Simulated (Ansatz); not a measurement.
## Molecular dynamics of CsHS

Input file:

```yaml
crystal:
  lattice:
    - [8.476121, 0.0, 0.0]
    - [0.0, 8.476121, 0.0]
    - [0.0, 0.0, 9.346146]
  atoms:
    - { symbol: Cs, position: [0.5033918, 0.01857106, 0.21742098] }
    - { symbol: Cs, position: [-0.04009598, -0.00016435, 0.23036067] }
    - { symbol: Cs, position: [0.00220804, -0.05366133, 0.63946867] }
    - { symbol: Cs, position: [-0.03749595, 0.51456016, 0.32272537] }
    - { symbol: H, position: [0.1856654, 0.18486857, 0.02367215] }
    - { symbol: H, position: [0.40622881, 0.70780046, 0.44810703] }
    - { symbol: H, position: [0.27298076, 0.8103344, 0.04365039] }
    - { symbol: H, position: [0.29356976, 0.51486712, 0.52220898] }
    - { symbol: S, position: [0.77156448, 0.16745394, -0.02168577] }
    - { symbol: S, position: [0.25061898, 0.28790281, 0.11069243] }
    - { symbol: S, position: [0.37449956, 0.39263805, 0.54540444] }
    - { symbol: S, position: [0.77398891, 0.22096658, 0.52759547] }
    - { symbol: Cs, position: [0.04841392, 0.49771253, 0.81605439] }
    - { symbol: Cs, position: [0.51006868, 0.55003731, 0.86460936] }
    - { symbol: Cs, position: [0.52171475, 0.47360066, 0.25984298] }
    - { symbol: Cs, position: [0.4468569, -0.02002638, 0.64729673] }
    - { symbol: H, position: [0.63876951, 0.57085423, 0.55813965] }
    - { symbol: H, position: [0.91784662, 0.17404537, -0.07656053] }
    - { symbol: H, position: [0.66376787, 0.32344669, 0.55197737] }
    - { symbol: H, position: [0.75946329, 0.84019405, 0.00467191] }
    - { symbol: S, position: [0.25890992, 0.73805684, 0.38648314] }
    - { symbol: S, position: [0.73434906, 0.70214846, 0.52739124] }
    - { symbol: S, position: [0.7660991, 0.69505328, 0.02374899] }
    - { symbol: S, position: [0.25191274, 0.87210571, -0.09280871] }
basis:
  ecutwfc: 420.0
kpoints:
  mp_grid: { grid: [1, 1, 1] }
hamiltonian:
  xc: pbesol
scf:
  occupations: { method: fermi_dirac, width: 0.002 }
  lower_state_search: "off"
  max_iter: 74
md:
  timestep: 0.5
  n_steps: 200
  ensemble: nvt_langevin
  temperature: 910.0
  initial_velocities: maxwell_boltzmann
  seed: 79755
  friction: 0.02
```

Run as:

```bash
$ ansatz run input.yaml --threads 1 --pin off --max-ram 3072MiB --backend cpu --events-out ev --progress --plain --runs-dir out
```

It goes on from the last frame of an earlier run, with new velocities.

Output, in part (step lines):

```
md step     0: t =     0.00 fs  T =   872.1 K  F+E_penalty+E_count = -51906.37225556 eV  E_kin = 2.705412 eV  (8 SCF iters)
md step     1: t =     0.50 fs  T =   898.2 K  F+E_penalty+E_count = -51906.50872150 eV  E_kin = 2.786317 eV  (6 SCF iters)
md step     2: t =     1.00 fs  T =   976.5 K  F+E_penalty+E_count = -51906.62619885 eV  E_kin = 3.029273 eV  (7 SCF iters)
md step     3: t =     1.50 fs  T =  1038.0 K  F+E_penalty+E_count = -51906.67772966 eV  E_kin = 3.220122 eV  (7 SCF iters)
md step     4: t =     2.00 fs  T =  1041.4 K  F+E_penalty+E_count = -51906.64856094 eV  E_kin = 3.230740 eV  (7 SCF iters)
md step     5: t =     2.50 fs  T =  1003.1 K  F+E_penalty+E_count = -51906.55156740 eV  E_kin = 3.111917 eV  (5 SCF iters)
md step     6: t =     3.00 fs  T =   952.8 K  F+E_penalty+E_count = -51906.41718818 eV  E_kin = 2.955842 eV  (5 SCF iters)
md step     7: t =     3.50 fs  T =   916.9 K  F+E_penalty+E_count = -51906.27836227 eV  E_kin = 2.844571 eV  (5 SCF iters)
[... lines left out ...]
md step   200: t =   100.00 fs  T =   770.0 K  F+E_penalty+E_count = -51906.63239784 eV  E_kin = 2.388680 eV  (7 SCF iters)
```

The steps, from the saved trajectory:

```
time (fs)  T (K)  potential energy less start (eV)
      0.0    872                             0.000
      3.0    953                            -0.045
      6.0    929                             0.354
      9.0   1162                             0.121
     12.0    902                             0.479
     15.0    911                             0.258
     18.0    824                             0.441
     21.0    817                             0.415
     24.0    863                             0.187
     27.0    758                             0.354
     30.0    963                             0.022
     33.0    896                             0.203
     36.0   1047                            -0.224
     39.0    824                            -0.076
     42.0    852                            -0.113
     45.0    818                            -0.218
     48.0    782                            -0.328
     51.0    765                            -0.449
     54.0    655                            -0.298
     57.0    757                            -0.489
     60.0    764                            -0.439
     63.0    793                            -0.565
     66.0    738                            -0.461
     69.0    753                            -0.550
     72.0    674                            -0.472
     75.0    718                            -0.470
     78.0    745                            -0.329
     81.0    617                            -0.094
     84.0    782                            -0.513
     87.0    585                            -0.043
     90.0    767                            -0.594
     93.0    664                            -0.173
     96.0    793                            -0.277
     99.0    776                            -0.426
```

All steps were run. The mean temperature of the second half is 20 % below the set value. A run of 0.1 ps of so small a system gives no equilibrium averages. The smearing is very narrow for this mesh. Limits of this set-up: coarse k mesh.

Mean squared displacements from the first frame to the last, about the centre of mass: Cs 0.06 Å², H 1.08 Å², S 0.31 Å².

Last frame:

```xyz
24
Lattice="8.4761 0.0000 0.0000 0.0000 8.4761 0.0000 0.0000 0.0000 9.3461" Properties=species:S:1:pos:R:3
Cs 4.417 0.369 2.271
Cs -0.078 -0.046 2.201
Cs -0.267 -0.497 6.003
Cs -0.203 4.509 3.033
H 1.637 1.903 0.393
H 2.721 5.724 4.500
H 2.187 7.453 0.502
H 3.427 4.101 5.042
S 6.322 1.413 -0.341
S 1.514 2.397 1.725
S 2.534 3.084 5.571
S 6.363 1.655 4.732
Cs 0.387 4.562 7.759
Cs 4.247 4.621 8.037
Cs 4.501 3.978 2.528
Cs 3.703 -0.128 5.916
H 6.170 4.545 5.648
H 5.693 0.688 -1.171
H 5.288 2.451 4.983
H 6.189 6.995 -0.179
S 2.490 6.658 3.539
S 5.710 5.702 5.377
S 6.651 6.064 0.599
S 2.255 7.523 -0.830
```

The run took 7.6 min on 1 thread of AMD EPYC 7R13 Processor (Zen 3) (shared host), peak memory 0.66 GiB.
